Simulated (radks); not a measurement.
**The Coulomb parameter U of the 3d shell of V²⁺**

One table from this session's results is given with a row withheld; the runs are named, their logs left out.

Program: radks (a radial shooting solver on a logarithmic mesh, Libxc functionals) version 1. Level of theory: scalar-relativistic Kohn-Sham, LDA (Slater exchange, Perdew-Wang correlation), spin-unpolarised, spherical densities, finite nucleus. These are calculated values, not measurements, unless marked.

## Starting point

- element: vanadium (Z = 23)
- charge: +2
- electrons: 21
- configuration: [Ar] 3d2 4p1
- nuclear rms radius: 3.6002 fm

Outer shells as boxes (Hund's rule):

V²⁺
```
[Ar] core
3d [↑ ][↑ ][  ][  ][  ]
4p [↑ ][  ][  ]
```

The first run:

Input:

```text
Z 23
configuration [Ar] 3d2 4p1
relativity scalar-relativistic
functional lda,pw
spin unpolarised
nucleus finite rms 3.6002 fm
c 137.035999084
```

Among the steps run: Start: [Ar] 3d2 4p1.

One table of the session follows, with a row left open; its other results are not shown here.

It belongs to the step «Start: [Ar] 3d2 4p1». Sizes of the orbitals, from the radial functions (bohr):

```
level     <r>  outermost maximum (interpolated)  90 % within  nodes
   1s       ?                                 ?            ?      ?
   2s  0.3091                             0.256        0.480      1
   2p  0.2745                             0.208        0.451      0
   3s  0.9401                             0.816         1.41      2
   3p  0.9975                             0.838         1.53      1
   3d   1.208                             0.852         2.03      0
   4p   3.088                              2.74         4.52      2
```

Estimate the missing values for 1s.

As computed: <r>: 0.06657; outermost maximum (interpolated): 0.0436; 90 % within: 0.119; nodes: 0. In the column «<r>» it is the lowest.
